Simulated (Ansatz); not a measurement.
# Fe (Iron): the cost of one run

Computed with Ansatz 0.2.0 (DFT, LDA, PAW with Ansatz's default frozen-core files, scalar-relativistic, unless a step's input says otherwise).

This is Fe in the hcp structure; at room conditions it is bcc.

## (1) The starting structure

The structure is hexagonal, space group P6_3/mmc (No. 194). The conventional cell has a = 2.347 Å, b = 2.347 Å, c = 3.797 Å, α = 90.00°, β = 90.00°, γ = 120.00°. Fe (site symmetry -6m2) has 12 Fe at 2.33 to 2.35 Å as nearest neighbours.

As a file:

```xyz
2
Lattice="2.3470 0.0000 0.0000 -1.1735 2.0326 0.0000 0.0000 0.0000 3.7970" Properties=species:S:1:pos:R:3 pbc="T T T"
Fe    0.0000    1.3550    0.9493
Fe    1.1735    0.6775    2.8478
```

Atoms are numbered in the order of the input: Fe1, Fe2.

## (2) Free moments from the typed start, PAW

input.yaml reads:

```yaml
crystal:
  lattice:
    - [2.347, 0.0, 0.0]
    - [-1.1735, 2.0325616227, 0.0]
    - [0.0, 0.0, 3.797]
  atoms:
    - { symbol: Fe, position: [0.3333333333, 0.6666666667, 0.25], spin: 3.0 }
    - { symbol: Fe, position: [0.6666666667, 0.3333333333, 0.75], spin: 3.0 }
magnetization:
  spin_polarized: true
kpoints:
  mp_grid: { grid: [18, 18, 7] }
scf:
  occupations: { method: fermi_dirac, width: 0.1 }
  lower_state_search: "off"
hamiltonian:
  xc: lda
  pseudopotentials: { kind: paw }
output:
  forces: true
  stress: true
  eigenvalues: true
```

The run is started by

```bash
ansatz run input.yaml --threads 2 --pin off --max-ram 5120MiB --backend cpu --events-out ev --progress --plain --runs-dir out
```

**Question.** How long does this run take on 2 threads of AMD EPYC 9B45 (Zen 5), shared host, and how much memory does it need?

About 1.8 s, with a peak of 0.42 GiB.
